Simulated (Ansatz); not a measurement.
# Rb2LiInF6: the cost of one run

Method: DFT PBEsol, scalar-relativistic, plane waves, PAW, in Ansatz 0.2.0.

## (1) The structure to begin with

Symmetry: Fm-3m, No. 225, cubic system. Conventional cell: a = 8.569 Å, b = 8.569 Å, c = 8.569 Å, α = 90.00°, β = 90.00°, γ = 90.00°. Rb (site symmetry -43m) is surrounded by 12 F at 3.03 Å. Around Li (site symmetry m-3m) lie 6 F at 2.17 Å. Around In (site symmetry m-3m) lie 6 F at 2.12 Å. F (site symmetry 4mm) has 1 In at 2.12 Å and 1 Li at 2.17 Å and 4 Rb at 3.03 Å as nearest neighbours.

Structure file:

```cif
data_structure
_symmetry_space_group_name_H-M 'P 1'
_symmetry_Int_Tables_number 1
_cell_length_a 6.0593
_cell_length_b 6.0593
_cell_length_c 6.0593
_cell_angle_alpha 60.000
_cell_angle_beta 60.000
_cell_angle_gamma 60.000
_cell_volume 157.31
loop_
_atom_site_label
_atom_site_type_symbol
_atom_site_fract_x
_atom_site_fract_y
_atom_site_fract_z
_atom_site_occupancy
Rb1 Rb 0.25000 0.25000 0.25000 1
Rb2 Rb 0.75000 0.75000 0.75000 1
Li1 Li 0.50000 0.50000 0.50000 1
In1 In 0.00000 0.00000 0.00000 1
F1 F 0.24715 0.24715 0.75285 1
F2 F 0.24715 0.75285 0.75285 1
F3 F 0.75285 0.75285 0.24715 1
F4 F 0.24715 0.75285 0.24715 1
F5 F 0.75285 0.24715 0.75285 1
F6 F 0.75285 0.24715 0.24715 1
```

Source of the structure: the Materials Project (structure only).

(A quick probe on a coarse mesh, which set the mesh and smearing, is not shown.)

## (3) Full relaxation

Input file input.yaml:

```yaml
crystal:
  lattice:
    - [0.0, 4.284552, 4.284552]
    - [4.284552, 0.0, 4.284552]
    - [4.284552, 4.284552, 0.0]
  atoms:
    - { symbol: Rb, position: [0.25, 0.25, 0.25] }
    - { symbol: Rb, position: [0.75, 0.75, 0.75] }
    - { symbol: Li, position: [0.5, 0.5, 0.5] }
    - { symbol: In, position: [0.0, 0.0, 0.0] }
    - { symbol: F, position: [0.247153, 0.247153, 0.752847] }
    - { symbol: F, position: [0.247153, 0.752847, 0.752847] }
    - { symbol: F, position: [0.752847, 0.752847, 0.247153] }
    - { symbol: F, position: [0.247153, 0.752847, 0.247153] }
    - { symbol: F, position: [0.752847, 0.247153, 0.752847] }
    - { symbol: F, position: [0.752847, 0.247153, 0.247153] }
basis:
  ecutwfc: 420
kpoints:
  mp_grid: { grid: [6, 6, 6] }
hamiltonian:
  xc: pbesol
scf:
  occupations: { method: gaussian, width: 0.02 }
output:
  forces: true
  stress: true
  eigenvalues: true
  write_density: true
  write_potential: true
  elf: true
  volumetric_format: npy
relax:
  adjacent_minimum: "off"
  f_tol: 0.005
  max_steps: 80
  cell: { stress_tol: 0.05 }
```

Launch:

```bash
ansatz run input.yaml --threads 2 --pin off --max-ram 5120MiB --backend cpu --events-out ev --progress --plain --runs-dir out
```

What time and memory should one allow on 2 threads of Arm Neoverse V2, shared host?

About 25 s, with a peak of 0.51 GiB.
